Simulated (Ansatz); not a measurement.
# TiAl: the cost of one run

Method: DFT PBE, scalar-relativistic, plane waves, PAW, in Ansatz 0.2.0.

### Step 1. The structure to begin with

The structure is tetragonal, space group P4/mmm (No. 123). Conventional cell: a = 2.837 Å, b = 2.837 Å, c = 4.059 Å, α = 90.00°, β = 90.00°, γ = 90.00°. Around Ti (site symmetry 4/mmm) lie 4 Ti at 2.84 Å and 8 Al at 2.85 Å. Around Al (site symmetry 4/mmm) lie 4 Al at 2.84 Å and 8 Ti at 2.85 Å.

Coordinates:

```cif
data_structure
_symmetry_space_group_name_H-M 'P4/mmm'
_symmetry_Int_Tables_number 123
_cell_length_a 2.8373
_cell_length_b 2.8373
_cell_length_c 4.0591
_cell_angle_alpha 90.000
_cell_angle_beta 90.000
_cell_angle_gamma 90.000
_cell_volume 32.68
loop_
_atom_site_label
_atom_site_type_symbol
_atom_site_symmetry_multiplicity
_atom_site_Wyckoff_symbol
_atom_site_fract_x
_atom_site_fract_y
_atom_site_fract_z
_atom_site_occupancy
Ti1 Ti 1 a 0.00000 0.00000 0.00000 1
Al1 Al 1 d 0.50000 0.50000 0.50000 1
```

No relaxation comes first: the listed cell is the starting point.

### Step 2. Zero of energy

Reference values: F = -3037.9889 eV; pressure -0.70 GPa; largest force 0.000 eV/Å; gap on the mesh none (metal). It was computed beforehand with the settings of the runs below.

### Step 3. Next: a tetragonal deformation path

At fixed volume and fractional coordinates, lengths along (0.000, 0.000, 1.000) are scaled against those across it; ρ is that ratio over its starting value.

### Step 4. Point ρ = 0.850

input.yaml

```yaml
crystal:
  lattice:
    - [2.9952445238, 0.0, 0.0]
    - [0.0, 2.9952445238, 0.0]
    - [0.0, 0.0, 3.6422998941]
  atoms:
    - { symbol: Ti, position: [0.0, 0.0, 0.0] }
    - { symbol: Al, position: [0.5, 0.5, 0.5] }
basis:
  ecutwfc: 420
kpoints:
  mp_grid: { grid: [18, 18, 14] }
hamiltonian:
  xc: pbe
scf:
  occupations: { method: gaussian, width: 0.15 }
output:
  forces: true
  stress: true
  eigenvalues: true
```

Launch:

```sh
ansatz run input.yaml --threads 1 --pin off --max-ram 2560MiB --backend cpu --events-out ev --progress --plain --runs-dir out
```

**Question.** How long does this run take on 1 thread of Arm Neoverse V1, shared host, and how much memory does it need?

About 9.1 s, with a peak of 0.43 GiB.
